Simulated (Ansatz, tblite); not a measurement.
# The cluster Ge5H7+: one state, many levels

Aim: run the singlet of the cluster Ge5H7+ at one geometry on many levels, and compare frontier levels, spin and run time.

The runs use Ansatz 0.2.0, Gaussian basis; as each input shows.

The runs, in order: GFN1-xTB, GFN2-xTB, PBE-D4/def2-TZVP, r2SCAN-D4/def2-TZVP, r2SCANh-D4/def2-TZVP, B97M-V/def2-TZVP, ωB97X-V/def2-TZVP, PBE-D4/def2-SVP, PBE0-D4/def2-SVP, HF/STO-3G, MP2/def2-TZVP, RPA/def2-TZVP.

2 further runs of the same task are left out: 2 set aside as unsound or not needed.

## 1. The relaxed structure

The geometry is that of the singlet, from an earlier relaxation (r2SCAN-D4/def2-SVP). At that level it is the lowest of the isomers that a small search found.

12 atoms, charge 1, spin multiplicity 1.

Bond lengths: Ge1–Ge3 2.407 Å, Ge1–Ge4 2.407 Å, Ge1–H9 1.549 Å, Ge2–Ge3 2.503 Å, Ge2–Ge4 2.501 Å, Ge2–Ge5 2.470 Å, Ge2–H6 1.531 Å, Ge3–H7 1.526 Å, Ge3–H12 1.525 Å, Ge4–H10 1.525 Å, Ge4–H11 1.526 Å, Ge5–H8 1.591 Å. Angles: Ge3–Ge1–Ge4 101.4°, Ge3–Ge1–H9 107.5°, Ge4–Ge1–H9 107.5°, Ge3–Ge2–Ge4 96.2°, Ge3–Ge2–Ge5 101.6°, Ge3–Ge2–H6 112.1°, Ge4–Ge2–Ge5 103.1°, Ge4–Ge2–H6 112.5°, Ge5–Ge2–H6 126.7°, Ge1–Ge3–Ge2 72.0°, Ge1–Ge3–H7 118.1°, Ge1–Ge3–H12 115.5°, Ge2–Ge3–H7 116.9°, Ge2–Ge3–H12 111.1°, H7–Ge3–H12 115.8°, Ge1–Ge4–Ge2 72.0°, Ge1–Ge4–H10 115.5°, Ge1–Ge4–H11 118.0° and more.

The ion is computed in the gas phase, without counter-ions or solvent.

PBE0-D4/def2-TZVP was run before; its log isn't repeated, and its numbers join the tables.

## 2. GFN1-xTB

Tight binding, by tblite at 300 K electronic temperature and without a spin-polarisation term:

```python
tblite.interface.Calculator('GFN1-xTB', numbers, positions, charge=1, uhf=0).singlepoint()
```

Energy -316.8743 eV, HOMO -14.69 eV, LUMO -13.23 eV; 0.021 s.

## 3. GFN2-xTB

Tight binding, by tblite at 300 K electronic temperature and without a spin-polarisation term:

```python
tblite.interface.Calculator('GFN2-xTB', numbers, positions, charge=1, uhf=0).singlepoint()
```

Energy -348.1247 eV, HOMO -14.33 eV, LUMO -12.26 eV; 0.02 s.

## 4. PBE-D4/def2-TZVP

start.molden holds the orbitals of an earlier run on this state, given as this run's starting guess.

in.yaml

```yaml
crystal:
  periodic: [false, false, false]
  atoms:
    - {symbol: Ge, position_ang: [1.199572, -0.025650, 1.528817]}
    - {symbol: Ge, position_ang: [-1.078146, 0.456753, -0.176566]}
    - {symbol: Ge, position_ang: [1.212006, 1.447418, -0.375018]}
    - {symbol: Ge, position_ang: [-0.346756, -1.723534, 0.807283]}
    - {symbol: Ge, position_ang: [-1.571377, -0.127214, -2.525195]}
    - {symbol: H, position_ang: [-1.972477, 1.257601, 0.773759]}
    - {symbol: H, position_ang: [1.339533, 2.947087, -0.122045]}
    - {symbol: H, position_ang: [-0.167348, -0.872132, -2.586650]}
    - {symbol: H, position_ang: [0.539212, 0.738710, 2.703653]}
    - {symbol: H, position_ang: [0.171665, -2.665211, -0.274824]}
    - {symbol: H, position_ang: [-1.260734, -2.351304, 1.856102]}
    - {symbol: H, position_ang: [1.934859, 0.917476, -1.609306]}
basis:
  gaussian: {orbitals: def2-TZVP, initial_orbitals: start.molden}
total_charge: 1
hamiltonian: {xc: pbe, dispersion: d4}
scf: {omitted_lower_state_checks: [starts]}
output: {orbitals: {seedname: orbitals}}
```

The run is started by

```bash
$ ansatz run in.yaml --threads 4 --pin off --events-out ev --progress --plain --max-ram 8704MiB
```

Further steps of the session: r2SCAN-D4/def2-TZVP; r2SCANh-D4/def2-TZVP; B97M-V/def2-TZVP; ωB97X-V/def2-TZVP; PBE-D4/def2-SVP; PBE0-D4/def2-SVP; HF/STO-3G; MP2/def2-TZVP; RPA/def2-TZVP.

**Question.** What will the summary of the whole plan be? Wanted: gap in def2-TZVP, named functionals, smallest and largest; correlation energy, MP2/def2-TZVP; PBE0 total energy, smallest basis above largest.

**Answer**, as computed:

| quantity | value |
| --- | --- |
| gap in def2-TZVP, named functionals, smallest and largest | 2.10 eV (PBE-D4), 7.22 eV (ωB97X-V) |
| correlation energy, MP2/def2-TZVP | -33.27 eV |
| PBE0 total energy, smallest basis above largest | 35.62 eV (def2-SVP, def2-TZVP) |

In words: Over the named functionals in def2-TZVP the gap runs from 2.10 eV (PBE-D4) to 7.22 eV (ωB97X-V); exact exchange widens it.
